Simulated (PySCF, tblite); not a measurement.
# C₂H₅F₃OSi: geometry, infrared bands and NMR shifts

Aim: predict the infrared bands and NMR shifts of C₂H₅F₃OSi (`CO[SiH2]C(F)(F)F`).

Computed with tblite 0.8.0 and PySCF 2.14.0, with density-fitted response routines of our own, on a single molecule in the gas phase. Atoms count from 0, in the outputs and in this text.

## Step 1: The starting structure

12 atoms, charge 0, multiplicity 1; geometry from: force field or distance geometry start.

Bonds of the start (Å): C0–O1 1.42, O1–Si2 1.70, Si2–C3 1.86, C3–F4 1.38, C3–F5 1.39, C3–F6 1.39, C0–H7 1.10, C0–H8 1.12, C0–H9 1.11, Si2–H10 1.48, Si2–H11 1.47.

## Step 2: Geometry optimisation with GFN2-xTB

Job settings and geometry (Å):

```
{"job": {"kind": "relax", "xc": "GFN2-xTB", "basis": "xTB"}, "charge": 0, "multiplicity": 1}
C      2.053600    -0.308000    -0.074700
O      0.739100    -0.738200    -0.378200
Si    -0.285500     0.309700     0.484300
C     -2.078300    -0.168200     0.422400
F     -2.292500    -1.527900     0.375200
F     -2.643500     0.429200    -0.692000
F     -2.689600     0.426800     1.518400
H      2.773900    -0.553500    -0.866600
H      2.017600     0.800900     0.077700
H      2.408100    -0.721600     0.896700
H     -0.206000     1.652600    -0.132200
H      0.204300     0.397500     1.872400
```

Run with:

```bash
$ OMP_NUM_THREADS=1 python probes_run.py task.json out
```

This one command runs all jobs of the session in turn.

**Question.** This job is followed by: GFN2-xTB harmonic vibrations, gas phase; GIAO PBE0/pcSseg-1 NMR shielding, non-relativistic, gas phase. Predict these results of the whole session: strongest single infrared mode (GFN2-xTB); zero-point energy (GFN2-xTB); 13C shifts against TMS (PBE0/pcSseg-1); 1H shifts against TMS (PBE0/pcSseg-1, means over atoms taken as alike); 17O shifts against H2O (PBE0/pcSseg-1); 29Si shifts against TMS (PBE0/pcSseg-1); 19F shifts against CFCl3 (PBE0/pcSseg-1, means over atoms taken as alike); surface potential, 1st and 99th percentile.

As calculated:

| quantity | value |
| --- | --- |
| strongest single infrared mode (GFN2-xTB) | 2294 cm⁻¹, 359 km/mol |
| zero-point energy (GFN2-xTB) | 44.3 kcal/mol |
| 13C shifts against TMS (PBE0/pcSseg-1) | 136.9, 54.4 ppm |
| 1H shifts against TMS (PBE0/pcSseg-1, means over atoms taken as alike) | 4.78, 3.93 ppm |
| 17O shifts against H2O (PBE0/pcSseg-1) | -7.6 ppm |
| 29Si shifts against TMS (PBE0/pcSseg-1) | -34.7 ppm |
| 19F shifts against CFCl3 (PBE0/pcSseg-1, means over atoms taken as alike) | -78.6 ppm |
| surface potential, 1st and 99th percentile | -0.97 V and 1.99 V |

**Reading.** The optimisation took 75 steps and gained 0.808 eV; among the close pairs (by a distance rule), O1–Si2 changed most, from 1.701 to 1.603 Å. No mode is imaginary among the 30: a minimum at this level. The strongest single mode, at 2294 cm⁻¹, moves mainly H10 and H11. GFN2-xTB is a fitted tight-binding method: band positions and strengths are rough. Its intensities can rank the bands wrongly. At PBE0/pcSseg-1: Shielding is most anisotropic at F4, F5, F6 (span 188 ppm, paramagnetic term -224 ppm).
